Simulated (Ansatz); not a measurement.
**Ga4SbAs3: the cell at several levels of theory**

Aim: relax Ga4SbAs3, ordered on the zincblende lattice (P-43m) with 8 atoms a cell with PBE and r2SCAN and see how far the functionals disagree on the cell. This is a trial cell built on a prototype, not taken from a measured structure, and it needn't be the compound's ground state.

Program: Ansatz 0.2.0. PAW datasets, plane waves, zero pressure. The cell comes from a prototype generator: it can be a known phase or a hypothetical one. Spin polarisation is off.

## 1. Starting point

This is the cell as the run starts from it, not yet at rest; its lengths are not the crystal's.

Space group P-43m (No. 215), cubic; conventional cell a = 5.611 Å, 22.08 Å³ an atom. Around As lie 4 Ga at 2.43 Å; around Ga lie 3 As at 2.43 Å and 1 Sb at 2.43 Å; around Sb lie 4 Ga at 2.43 Å.

As a file:

```cif
data_structure
_symmetry_space_group_name_H-M 'P 1'
_symmetry_Int_Tables_number 1
_cell_length_a 5.6110
_cell_length_b 5.6110
_cell_length_c 5.6110
_cell_angle_alpha 90.000
_cell_angle_beta 90.000
_cell_angle_gamma 90.000
_cell_volume 176.65
loop_
_atom_site_label
_atom_site_type_symbol
_atom_site_fract_x
_atom_site_fract_y
_atom_site_fract_z
_atom_site_occupancy
As1 As 0.50000 0.00000 0.00000 1
Ga1 Ga 0.25000 0.75000 0.75000 1
As2 As 0.00000 0.50000 0.00000 1
Ga2 Ga 0.75000 0.25000 0.75000 1
As3 As 0.00000 0.00000 0.50000 1
Ga3 Ga 0.75000 0.75000 0.25000 1
Sb1 Sb 0.50000 0.50000 0.50000 1
Ga4 Ga 0.25000 0.25000 0.25000 1
```

## 2. Relaxing with PBE

The input, input.yaml:

```yaml
crystal:
  lattice:
    - [5.6109785911, 0.0, 0.0]
    - [0.0, 5.6109785911, 0.0]
    - [0.0, 0.0, 5.6109785911]
  atoms:
    - { symbol: As, position: [0.5, 0.0, 0.0] }
    - { symbol: Ga, position: [0.25, 0.75, 0.75] }
    - { symbol: As, position: [0.0, 0.5, 0.0] }
    - { symbol: Ga, position: [0.75, 0.25, 0.75] }
    - { symbol: As, position: [0.0, 0.0, 0.5] }
    - { symbol: Ga, position: [0.75, 0.75, 0.25] }
    - { symbol: Sb, position: [0.5, 0.5, 0.5] }
    - { symbol: Ga, position: [0.25, 0.25, 0.25] }
kpoints:
  mp_grid: { grid: [4, 4, 4] }
hamiltonian:
  xc: pbe
scf:
  occupations: { method: fermi_dirac, width: 0.02 }
relax:
  f_tol: 0.005
  cell: {}
```

Run with:

```sh
ansatz run input.yaml --threads 4 --pin off --max-ram 6451MiB --backend cpu --events-out ev --progress --plain --runs-dir out
```

The log of the run, cut to the lines that bear on the results:

```text
Warning: RAYON_NUM_THREADS=4 ignored (pool sized by the plan → 4); use --threads N
[...]
Pseudopotentials: kind: paw
Pseudopotential: As, paw, valence charge 15, recommended cutoff 420 eV (normal), As.paw.azcp
Pseudopotential: Ga, paw, valence charge 13, recommended cutoff 420 eV (normal), Ga.paw.azcp
Pseudopotential: Sb, paw, valence charge 15, recommended cutoff 420 eV (normal), Sb.paw.azcp
Functional definition: PBE
[...]
Crystal: 8 atoms, lattice volume = 176.651 Å³
Basis set: ecut = 420 eV, 3407 PW (Γ), exchange–correlation on 80×80×80 points (8 copies of the dense FFT grid, shifted against one another)
Bands: 68, of which v1, the nominal top of the filled ones, is band 56 counted from 1 (55 counted from 0)
Symmetry: 24 space group operations
Space group: P-43m (ITA 215), of the structure as read, at distance tolerance 5.6e-5 Å
k-points: 10 of 64 (time reversal used)
[...]
SCF iter   1: F=—  HF=-36186.228423 eV  |F-HF|=—  |Δ(HF+E_count)|=         —  Δρ=1.55e-3  dr2=7.34e-3  ethr=1.77e-3  ⟨swp⟩=6.0  Hψ=2548  notcnv=0  defer=1
[...]
relax step   1: F+E_penalty+E_count = -36186.22199297 eV  Δ(F+E_penalty+E_count) = +0.000e0 eV  max|allowed force component| = 9.160e-1 eV/Å  Δτ_max = 0.0000 Å  P = +10.823 GPa  Ω = 176.651 Å³  (7 SCF iters, dr2 threshold 1.00e-7 eV, accepted)
[...]
  atom   5  As     0.00000000    -0.00000000     0.00000000
  atom   6  Ga    -0.00034031    -0.00034031     0.00034031
  atom   7  Sb     0.00000000    -0.00000000     0.00000000
  atom   8  Ga     0.00034031     0.00034031     0.00034031
[...]
--- Stress (GPa, compression-positive) ---
        0.017751      -0.000000      -0.000000
       -0.000000       0.017751      -0.000000
       -0.000000       0.000000       0.017751
  P = ⅓ Tr σ = 0.0178 GPa (0.178 kbar)
--- Relaxed structure (5 steps of the walk, 5 accepted, 1 SCFs on fresh bases) ---
  F+E_penalty+E_count = -36187.19742454 eV   max|allowed force component| = 3.403e-4 eV/Å   (the final SCF, on the basis selected at the relaxed cell)
  cell:  # Å, volume = 202.1264 Å³
    - [5.868687517977007, 5.7777898331617076e-34, 1.861732279574328e-33]
    - [-1.5407439555097887e-33, 5.868687517977007, -1.9419793605904626e-33]
    - [2.8888949165808534e-33, -2.0703746902162785e-33, 5.868687517977007]
  atoms:
    - { symbol: As, position: [0.49999999999999994, -2.149669433427048e-19, 6.038397284908697e-22] }
    - { symbol: Ga, position: [0.24171030111973985, 0.7582896988802602, 0.7582896988802602] }
    - { symbol: As, position: [4.939408979054283e-19, 0.49999999999999994, 6.038397284906745e-22] }
    - { symbol: Ga, position: [0.7582896988802602, 0.24171030111973985, 0.7582896988802602] }
    - { symbol: As, position: [4.939408979054283e-19, -2.149669433427049e-19, 0.49999999999999994] }
    - { symbol: Ga, position: [0.7582896988802602, 0.7582896988802602, 0.24171030111973985] }
    - { symbol: Sb, position: [0.49999999999999994, 0.49999999999999994, 0.49999999999999994] }
    - { symbol: Ga, position: [0.24171030111973985, 0.24171030111973985, 0.24171030111973985] }
```

It took 18 s on 4 threads of Arm Neoverse V1, shared host; peak memory 0.63 GiB.

Step by step:

| step | energy change (meV/atom) | largest force (eV/Å) | pressure (GPa) | volume (Å³/atom) |
| --- | --- | --- | --- | --- |
| 1 | 0.0 | 0.9160 | 10.82 | 22.081 |
| 2 | -114.5 | 0.3177 | 0.59 | 24.975 |
| 3 | -121.0 | 0.0174 | -0.29 | 25.400 |
| 4 | -121.1 | 0.0028 | -0.05 | 25.288 |
| 5 | -121.1 | 0.0006 | 0.00 | 25.266 |
| 6 | -121.9 | 0.0003 | 0.02 | 25.266 |

Step 6 solves the same cell on a plane-wave basis chosen anew, so the energy can jump there without a move.

The table lists every geometry solved, with passes on a fresh basis, whose energies don't compare exactly with the rows above.

```
                       before   after    change
                a (Å)   5.611   5.869   +4.59 %
     volume (Å³/atom)  22.081  25.266  +14.42 %
shortest distance (Å)   2.430   2.514   +3.49 %
          space group   P-43m   P-43m      same
```

## 3. r2SCAN: cell and atoms

Start: the result of step 2.

The input, input.yaml:

```yaml
crystal:
  lattice:
    - [5.868687518, 0.0, 0.0]
    - [0.0, 5.868687518, 0.0]
    - [0.0, 0.0, 5.868687518]
  atoms:
    - { symbol: As, position: [0.5, 0.0, 0.0] }
    - { symbol: Ga, position: [0.2417103011, 0.7582896989, 0.7582896989] }
    - { symbol: As, position: [0.0, 0.5, 0.0] }
    - { symbol: Ga, position: [0.7582896989, 0.2417103011, 0.7582896989] }
    - { symbol: As, position: [0.0, 0.0, 0.5] }
    - { symbol: Ga, position: [0.7582896989, 0.7582896989, 0.2417103011] }
    - { symbol: Sb, position: [0.5, 0.5, 0.5] }
    - { symbol: Ga, position: [0.2417103011, 0.2417103011, 0.2417103011] }
kpoints:
  mp_grid: { grid: [4, 4, 4] }
hamiltonian:
  xc: r2scan
scf:
  occupations: { method: fermi_dirac, width: 0.02 }
relax:
  f_tol: 0.005
  cell: {}
output:
  write_density: true
  write_potential: true
  elf: true
  volumetric_format: npy
```

Run with:

```sh
ansatz run input.yaml --threads 4 --pin off --max-ram 6451MiB --backend cpu --events-out ev --progress --plain --runs-dir out
```

The log of the run:

```text
Warning: RAYON_NUM_THREADS=4 ignored (pool sized by the plan → 4); use --threads N
Engine: ansatz 0.2.0, aarch64-unknown-linux-gnu
[... 1 set-up line as earlier in the session ...]
Pseudopotential: As, paw, valence charge 15, recommended cutoff 500 eV (meta_gga), As.paw.azcp
Pseudopotential: Ga, paw, valence charge 13, recommended cutoff 500 eV (meta_gga), Ga.paw.azcp
Pseudopotential: Sb, paw, valence charge 15, recommended cutoff 500 eV (meta_gga), Sb.paw.azcp
Functional definition: r2SCAN
  parameter k0 = 0.174
  parameter k1 = 0.065
  parameter a1 = 4.9479
  exchange = r2scan_x(k0 = k0, k1 = k1, a1 = a1)
  correlation = r2scan_c
Crystal: 8 atoms, lattice volume = 202.126 Å³
Basis set: ecut = 500 eV, 5137 PW (Γ), exchange–correlation on 180×180×180 points (64 copies of the dense FFT grid, shifted against one another)
Bands: 68, of which v1, the nominal top of the filled ones, is band 56 counted from 1 (55 counted from 0)
[... 1 set-up line as earlier in the session ...]
Space group: P-43m (ITA 215), of the structure as read, at distance tolerance 5.9e-5 Å
k-points: 10 of 64 (time reversal used)
Non-local potential: As, projectors of the file, l = 0: 2, l = 1: 2, l = 2: 3, l = 3: 1
Non-local potential: Ga, projectors of the file, l = 0: 2, l = 1: 2, l = 2: 3, l = 3: 1
Non-local potential: Sb, projectors of the file, l = 0: 2, l = 1: 2, l = 2: 2, l = 3: 2
PAW form: soft (Blöchl's): semilocal exchange-correlation on the pseudo side does not see the compensation charge
PAW frozen core: As, regenerated for the run's functional (the file was generated under x = pbe(κ = 0.804, μ = 0.2195149727645171), c = pbe(β = 0.06672455060314922))
PAW frozen core: Ga, regenerated for the run's functional (the file was generated under x = pbe(κ = 0.804, μ = 0.2195149727645171), c = pbe(β = 0.06672455060314922))
PAW frozen core: Sb, regenerated for the run's functional (the file was generated under x = pbe(κ = 0.804, μ = 0.2195149727645171), c = pbe(β = 0.06672455060314922))
PAW one-centre angular grid: As, 590 points (default); XC on 160 Gauss nodes
PAW one-centre angular grid: Ga, 590 points (default); XC on 160 Gauss nodes
PAW one-centre angular grid: Sb, 590 points (default); XC on 160 Gauss nodes
Initial density: superposition of atomic densities (neutral atoms: chi_scale 0, normalization atom), corrected by the library's trained network
Initial wavefunctions: pseudopotential atomic-orbital guess
Functional: x = r2scan, c = r2scan; τ floored in thin density (d = 2e-4 eV/Å³)
SCF iter   1: F=—  HF=-36256.788535 eV  |F-HF|=—  |Δ(HF+E_count)|=         —  Δρ=7.93e-3  dr2=4.68e-2  dr2_τ=1.34e-2  ethr=1.77e-3  ⟨swp⟩=6.1  Hψ=2460  notcnv=0  defer=2
preconditioner: auto → Resta (q_TF=auto, 2.473 Å⁻¹)  ε∞=3.2  [insulator: Δε(μ)=0.143 eV  Ē_g=15.007 eV  σ=0.020 eV  W_gap=0.94  n_scr=56 (ndim 8)  ℏωp=22.2 eV  f_vac=0.101  D(μ)=0.14/eV (n_scr^D=0)  ε∞_Penn≈3.2]
SCF iter   2: F=—  HF=-36256.814590 eV  |F-HF|=—  |Δ(HF+E_count)|=   2.61e-2  Δρ=2.07e-3  dr2=5.11e-3  dr2_τ=1.50e-4  ethr=4.18e-5  ⟨swp⟩=3.0  Hψ=1458  notcnv=0  defer=62
SCF iter   3: F=—  HF=-36256.813995 eV  |F-HF|=—  |Δ(HF+E_count)|=   5.95e-4  Δρ=1.76e-3  dr2=2.71e-3  dr2_τ=2.00e-5  ethr=4.56e-6  ⟨swp⟩=2.0  Hψ=1029  notcnv=0  defer=62
SCF iter   4: F=—  HF=-36256.814459 eV  |F-HF|=—  |Δ(HF+E_count)|=   4.65e-4  Δρ=3.59e-4  dr2=1.72e-4  dr2_τ=2.86e-6  ethr=2.42e-6  ⟨swp⟩=3.0  Hψ=1210  notcnv=0  defer=62
SCF iter   5: F=—  HF=-36256.814422 eV  |F-HF|=—  |Δ(HF+E_count)|=   3.68e-5  Δρ=9.17e-5  dr2=1.78e-5  dr2_τ=3.41e-7  ethr=1.53e-7  ⟨swp⟩=2.0  Hψ=1178  notcnv=0  defer=62
SCF iter   6: F=—  HF=-36256.814416 eV  |F-HF|=—  |Δ(HF+E_count)|=   6.82e-6  Δρ=3.16e-5  dr2=3.55e-6  dr2_τ=4.25e-8  ethr=1.59e-8  ⟨swp⟩=2.0  Hψ=978  notcnv=0  defer=62
SCF iter   7: F=—  HF=-36256.814417 eV  |F-HF|=—  |Δ(HF+E_count)|=   1.46e-6  Δρ=8.58e-6  dr2=2.75e-7  dr2_τ=1.99e-9  ethr=3.17e-9  ⟨swp⟩=2.0  Hψ=778  notcnv=0  defer=62
SCF iter   8: F=-36256.814417 eV  HF=-36256.814417 eV  |F-HF|=8.95e-10  |Δ(HF+E_count)|=   2.42e-8  Δρ=2.09e-6  dr2=1.20e-8  dr2_τ=1.17e-10  ethr=8.93e-11  ⟨swp⟩=8.3  Hψ=4061  notcnv=0
SCF 1 converged in 8 iterations: F = -36256.814417 eV  dr2 = 1.20e-8
relax step   1: F+E_penalty+E_count = -36256.81441707 eV  Δ(F+E_penalty+E_count) = +0.000e0 eV  max|allowed force component| = 2.445e-2 eV/Å  Δτ_max = 0.0000 Å  P = -2.563 GPa  Ω = 202.126 Å³  (8 SCF iters, dr2 threshold 1.00e-7 eV, accepted)
[... 15 lines left out ...]
relax step   2: F+E_penalty+E_count = -36256.87520528 eV  Δ(F+E_penalty+E_count) = -6.079e-2 eV  max|allowed force component| = 1.497e-1 eV/Å  Δτ_max = 0.0176 Å  P = +0.555 GPa  Ω = 192.368 Å³  energy of the carried Pulay correction = +2.186e-3 eV  (7 SCF iters, dr2 threshold 8.00e-7 eV, accepted)
[... 11 lines left out ...]
relax step   3: F+E_penalty+E_count = -36256.88491471 eV  Δ(F+E_penalty+E_count) = -9.709e-3 eV  max|allowed force component| = 4.963e-2 eV/Å  Δτ_max = 0.0232 Å  P = +0.057 GPa  Ω = 193.552 Å³  energy of the carried Pulay correction = +1.915e-3 eV  (7 SCF iters, dr2 threshold 8.00e-7 eV, accepted)
[... 10 lines left out ...]
relax step   4: F+E_penalty+E_count = -36256.88590920 eV  Δ(F+E_penalty+E_count) = -9.945e-4 eV  max|allowed force component| = 3.116e-4 eV/Å  Δτ_max = 0.0061 Å  P = -0.026 GPa  Ω = 193.843 Å³  energy of the carried Pulay correction = +1.849e-3 eV  (6 SCF iters, dr2 threshold 1.54e-7 eV, accepted)
[... 10 lines left out ...]
relax step   5: F+E_penalty+E_count = -36256.88430003 eV  Δ(F+E_penalty+E_count) = +1.609e-3 eV  max|allowed force component| = 3.289e-4 eV/Å  Δτ_max = 0.0000 Å  P = -0.034 GPa  Ω = 193.843 Å³  stress off target by 3.39e-2 GPa  SCF on the basis re-selected at this cell (its energy is not comparable with the rows above)  (6 SCF iters)
basis re-selected at this cell: Δ(F+E_penalty+E_count) = +1.609e-3 eV, ΔP = -0.008 GPa vs the last step (what re-selecting the basis moved, of the pressure what is left beyond the Pulay correction that the steps carried, after the strain that the cell walked since its last selection, with what the two solves' SCF thresholds leave and, on support functions, any second-order correction that the steps lacked; it is no measure of the basis error at this ecutwfc). This SCF's stress stands 3.39e-2 GPa from its target on what of the cell is left free (relax.cell.stress_tol is 5.00e-2 GPa) and its largest allowed force component is 3.29e-4 eV/Å (relax.f_tol is 5.00e-3 eV/Å): within both
SCF converged after 6 iterations
Free energy (F): -36256.884300 eV
Harris-Foulkes:  -36256.884300 eV  (|F-HF|=1.46e-11)
Internal energy: -36256.884300 eV  (E = F + TS)
E sigma→0 (E₀):  -36256.884300 eV
Entropy (-TS):   -0.000000 eV (-0.000 meV/atom)
Fermi energy:    8.003084 eV
--- Per-component energies (eV) ---
  E_band       = -1284.203319
  E_kinetic    = 976.421957
  E_local      = -15769.532088  (includes V_loc(G=0)·N_el)
  E_nonlocal   = 61.962211
  E_hartree    = 7779.045346
  E_xc         = -598.551138
  E_vxc        = -592.682780  (∫ρ·V_xc dr)
  E_paw        = -18163.044032  (= ΣΔE_a)
  E_vpaw       = -1551.064016  (= ΣTr[D̂ρ^β])
  E_aug_tail   = -0.000191  (compensation charges beyond the density's cutoff)
  E_vtau       = 32.601068  (kinetic-family band-sum trace: ∫τ·v_τ [+ j·A + Jᵃ·Aᵃ] dr)
  E_ewald      = -10536.707899
  E_core_change = -6.478466  (= ΣΔE_core)
  E_smearing   = -0.000000  (= −TS)
  E_closure    = 0.000000  (closes the sum)
  Σ components = -36256.884300   (vs F -36256.884300, Δ=0.00e0)
--- Forces (eV/Å), atoms counted from 1 ---
  atom   1  As    -0.00000000     0.00000000     0.00000000
  atom   2  Ga    -0.00032894     0.00032894     0.00032894
  atom   3  As    -0.00000000    -0.00000000     0.00000000
  atom   4  Ga     0.00032894    -0.00032894     0.00032894
  atom   5  As    -0.00000000    -0.00000000     0.00000000
  atom   6  Ga     0.00032894     0.00032894    -0.00032894
  atom   7  Sb     0.00000000     0.00000000     0.00000000
  atom   8  Ga    -0.00032894    -0.00032894    -0.00032894
  max |Σ_I F_I| component: 1.78e-16 eV/Å
--- Stress (GPa, compression-positive) ---
       -0.033910      -0.000000       0.000000
       -0.000000      -0.033910      -0.000000
        0.000000      -0.000000      -0.033910
  P = ⅓ Tr σ = -0.0339 GPa (-0.339 kbar)
--- Band table (eV; the first three rows and the last of 10) ---
  k-point 0: bands = ["-28.2120", "-28.2120", "-28.2120", "-28.2101", "-28.2101", "-28.2101", "-28.2032", "-28.2023", "-28.2023", "-28.2017", "-28.2017", "-28.2017", "-28.1925", "-28.1925", "-28.1915", "-21.3371", "-21.3371", "-21.3371", "-21.3077", "-21.3077", "-7.6735", "-7.6735", "-7.6545", "-7.5698", "-7.5698", "-7.5698", "-7.5304", "-7.5304", "-7.5304", "-7.5208", "-7.5208", "-7.5208", "-7.5144", "-7.5144", "-7.5144", "-7.4932", "-7.4932", "-7.4829", "-7.4829", "-7.4829", "-5.1677", "-2.9477", "-2.9477", "-1.5900", "0.7686", "0.7686", "0.7686", "4.9204", "4.9204", "4.9204", "5.0581", "5.0581", "5.0581", "7.7751", "7.7751", "7.7751", "8.2091", "9.4469", "9.4469", "9.4469", "9.4820", "9.4820", "9.6620", "11.5025", "11.5025", "11.5025", "15.3114", "17.7764"]
[... 3 lines left out ...]
--- Relaxed structure (4 steps of the walk, 4 accepted, 1 SCFs on fresh bases) ---
  F+E_penalty+E_count = -36256.88430003 eV   max|allowed force component| = 3.289e-4 eV/Å   (the final SCF, on the basis selected at the relaxed cell)
  cell:  # Å, volume = 193.8429 Å³
    - [5.787397770540999, -8.024708101613482e-34, -2.7604995869550378e-33]
    - [3.530871564709932e-34, 5.787397770540999, 1.8276272701424705e-33]
    - [-6.804952470168232e-33, 1.7955284377360166e-33, 5.787397770540999]
  atoms:
    - { symbol: As, position: [0.5, -1.0160895311567815e-19, 3.6948710223882953e-20] }
    - { symbol: Ga, position: [0.2417650087184692, 0.7582349912815308, 0.7582349912815308] }
    - { symbol: As, position: [9.237177555970747e-20, 0.5, 3.6948710223882953e-20] }
    - { symbol: Ga, position: [0.7582349912815308, 0.2417650087184692, 0.7582349912815308] }
    - { symbol: As, position: [9.237177555970749e-20, -1.016089531156781e-19, 0.5] }
    - { symbol: Ga, position: [0.7582349912815308, 0.7582349912815308, 0.2417650087184692] }
    - { symbol: Sb, position: [0.5, 0.5, 0.5] }
    - { symbol: Ga, position: [0.2417650087184692, 0.2417650087184692, 0.2417650087184692] }
```

Wall time 37 s (4 threads of Arm Neoverse V1, shared host); peak memory 1.1 GiB.

The steps:

| step | energy change (meV/atom) | largest force (eV/Å) | pressure (GPa) | volume (Å³/atom) |
| --- | --- | --- | --- | --- |
| 1 | 0.0 | 0.0245 | -2.56 | 25.266 |
| 2 | -7.6 | 0.1497 | 0.55 | 24.046 |
| 3 | -8.8 | 0.0496 | 0.06 | 24.194 |
| 4 | -8.9 | 0.0003 | -0.03 | 24.230 |
| 5 | -8.7 | 0.0003 | -0.03 | 24.230 |

Step 5 solves the same cell on a plane-wave basis chosen anew, so the energy can jump there without a move.

The table lists every geometry solved, with passes on a fresh basis, whose energies don't compare exactly with the rows above.

|  | before | after | change |
| --- | --- | --- | --- |
| a (Å) | 5.869 | 5.787 | -1.39 % |
| volume (Å³/atom) | 25.266 | 24.230 | -4.10 % |
| shortest distance (Å) | 2.514 | 2.480 | -1.38 % |
| space group | P-43m | P-43m | same |

Density in a lattice plane of the grid's cell (edges 5.79 and 5.79 Å, at 0.500 of the third edge), which holds As and Sb.

Ten even steps from ' ' (0.01 e/Å³) to '@' (31.56 e/Å³):
```
++--..                                      ..--
..                                              
                                                
                                                
                                                
                                                
                                                
                        ..                      
                    ..::--::..                  
                    ..==**==..                  
                    ..::--::..                  
                        ..                      
                                                
                                                
                                                
                                                
                                                
..                                              
++--..                                      ..--
@@**::                                      ::**
```
Columns run along the first of these edges and rows up along the second, over one cell in 24 and 20 even steps from the bottom left corner. Atoms in the plane (fractional): As at (0.00, 0.00), Sb at (0.50, 0.50).

ELF in the same plane.

Ten even steps from ' ' (0.00) to '@' (0.68):
```
::--**@@@@@@##--..              ..--##@@@@@@**--
**##@@@@@@@@**--..              ..--**@@@@@@@@##
@@@@@@@@@@##==::::..............::::==##@@@@@@@@
@@@@@@%%##++------==============------++##%%@@@@
####**++==----==**##############**==----==++**##
------::::--==**%%%%####**####%%%%**==--::::----
........::==**%%%%##++++==++++##%%%%**==::......
      ..::==##%%##++--::..::--++##%%##==::..    
      ..::++####++==..      ..==++####++::..    
      ..::++####++--          --++####++::..    
      ..::++####++==..      ..==++####++::..    
      ..::==##%%##++--::..::--++##%%##==::..    
........::==**%%%%##++++==++++##%%%%**==::......
------::::--==**%%%%####**####%%%%**==--::::----
####**++==----==**##############**==----==++**##
@@@@@@%%##++------==============------++##%%@@@@
@@@@@@@@@@##==::::..............::::==##@@@@@@@@
**##@@@@@@@@**--..              ..--**@@@@@@@@##
::--**@@@@@@##--..              ..--##@@@@@@**--
--::++%%@@@@##==..              ..==##@@@@%%++::
```
Columns run along the first of these edges and rows up along the second, over one cell in 24 and 20 even steps from the bottom left corner. Atoms in the plane (fractional): As at (0.00, 0.00), Sb at (0.50, 0.50).

Both are smooth fields of the valence electrons: close to the nuclei they are not physical.

Outside the cores ELF peaks at 0.80 on the As–Ga line, 1.1 Å from As; 0.73 on the Ga–Sb line, 1.3 Å from Ga.

## 4. The cells side by side

| level | a (Å) | volume (Å³/atom) | space group | SCF geometries |
| --- | --- | --- | --- | --- |
| PBE | 5.869 | 25.266 | P-43m | 6 |
| r2SCAN | 5.787 | 24.230 | P-43m | 5 |

What this shows: From the start to the first minimum the volume moved by +14.4 %. r2SCAN gives the smallest cell and PBE the largest; they differ by 4.3 % in volume, a mean of 1.4 % in length.
